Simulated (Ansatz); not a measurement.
**CH4B2OSi: up Jacob's ladder to CCSD(T)**

One table from this session's results is given with a row withheld; the runs are named, their logs left out.

The runs use Ansatz 0.2.0, Gaussian basis; functionals in def2-TZVPP, the program's frozen cores in correlated methods.

Levels to be run: LDA (SPW92), PBE-D4, revPBE-D4, BLYP-D4, r2SCAN-D4, B97M-V, PBE0-D4, B3LYP-D4, r2SCANh-D4, r2SCAN0-D4, HSE06-D4, BHLYP-D4, CAM-B3LYP-D4, LC-ωPBE, ωB97X-V, ωB97M-V, B2PLYP, PBE-QIDH; CCSD(T)/def2-SVP; CCSD(T)/def2-TZVPP; MP2/def2-QZVPP; extrapolation to the limit; RPA on PBE.

### The geometry

All runs share one geometry, relaxed beforehand with PBE0-D4 in a triple-zeta def2 set.

9 atoms, charge 0, spin multiplicity 1.

Atoms are counted from 1 here; the program's logs count them from 0.

Bond lengths: B1–B2 1.651 Å, B1–H6 1.199 Å, B1–H7 1.198 Å, B2–Si3 1.849 Å, B2–C4 1.460 Å, Si3–H8 1.482 Å, Si3–H9 1.487 Å, C4–O5 1.140 Å. Angles: B2–B1–H6 119.7°, B2–B1–H7 122.7°, H6–B1–H7 117.5°, B1–B2–Si3 121.1°, B1–B2–C4 124.3°, Si3–B2–C4 114.6°, B2–Si3–H8 122.0°, B2–Si3–H9 127.7°, H8–Si3–H9 110.3°, B2–C4–O5 179.8°.

As a file:

```mol
CH4B2OSi
  3D, bonds by distance, orders not assigned

  9  8  0  0  0  0  0  0  0  0999 V2000
   -0.9568    0.9560   -0.9429 B   0  0
    0.2359    0.0687   -0.2242 B   0  0
   -0.0827   -0.8736    1.3344 Si  0  0
    1.5981   -0.0473   -0.7379 C   0  0
    2.6612   -0.1356   -1.1414 O   0  0
   -2.0488    0.9950   -0.4486 H   0  0
   -0.7841    1.5751   -1.9542 H   0  0
   -1.4084   -0.8690    1.9970 H   0  0
    0.8741   -1.7155    2.1005 H   0  0
  1  2  8  0
  1  6  8  0
  1  7  8  0
  2  3  8  0
  2  4  8  0
  3  8  8  0
  3  9  8  0
  4  5  8  0
M  END
```

Set-up of the first run:

in.yaml

```yaml
crystal:
  periodic: [false, false, false]
  atoms:
    - {symbol: B, position_ang: [-0.956850, 0.955985, -0.942902]}
    - {symbol: B, position_ang: [0.235905, 0.068654, -0.224217]}
    - {symbol: Si, position_ang: [-0.082702, -0.873633, 1.334432]}
    - {symbol: C, position_ang: [1.598119, -0.047251, -0.737867]}
    - {symbol: O, position_ang: [2.661166, -0.135636, -1.141369]}
    - {symbol: H, position_ang: [-2.048765, 0.995043, -0.448557]}
    - {symbol: H, position_ang: [-0.784123, 1.575146, -1.954172]}
    - {symbol: H, position_ang: [-1.408376, -0.869000, 1.997036]}
    - {symbol: H, position_ang: [0.874126, -1.715508, 2.100516]}
basis:
  gaussian: {orbitals: def2-TZVPP}
hamiltonian: {xc: lda}
output: {orbitals: {seedname: orbitals}}
```

The run is started by

```bash
ansatz run in.yaml --threads 2 --pin off --events-out ev --progress --plain --max-ram 4352MiB
```

Steps of the session up to this table: LDA; PBE-D4 (GGA); revPBE-D4 (GGA); BLYP-D4 (GGA); r2SCAN-D4 (meta-GGA); B97M-V (meta-GGA); B3LYP-D4 (hybrid); r2SCANh-D4 (hybrid); r2SCAN0-D4 (hybrid); HSE06-D4 (hybrid); BHLYP-D4 (hybrid); CAM-B3LYP-D4 (range-separated); LC-ωPBE (range-separated); ωB97X-V (range-separated); ωB97M-V (range-separated); B2PLYP (double hybrid); PBE-QIDH (double hybrid).

One table of the session follows, with a row left open; its other results are not shown here.

It belongs to the step «Frontier levels by functional». 

```
  functional  HOMO (eV)  LUMO (eV)  gap (eV)
 LDA (SPW92)      -6.21      -3.77      2.44
      PBE-D4          ?          ?         ?
   revPBE-D4      -5.94      -3.46      2.49
     BLYP-D4      -5.81      -3.37      2.44
   r2SCAN-D4      -6.14      -3.40      2.74
      B97M-V      -6.10      -3.38      2.73
     PBE0-D4      -6.77      -2.76      4.01
    B3LYP-D4      -6.57      -2.92      3.66
  r2SCANh-D4      -6.43      -3.12      3.31
  r2SCAN0-D4      -6.87      -2.69      4.18
    HSE06-D4      -6.39      -3.13      3.26
    BHLYP-D4      -7.35      -1.84      5.51
CAM-B3LYP-D4      -7.79      -1.73      6.06
     LC-ωPBE      -8.91      -0.73      8.18
     ωB97X-V      -8.65      -0.76      7.89
     ωB97M-V      -8.59      -0.90      7.69
```

Q: Estimate the row for PBE-D4 from the others.

The run gave: HOMO (eV): -6.01; LUMO (eV): -3.54; gap (eV): 2.47. In the column «HOMO (eV)» it lies between B97M-V (-6.10) and revPBE-D4 (-5.94).
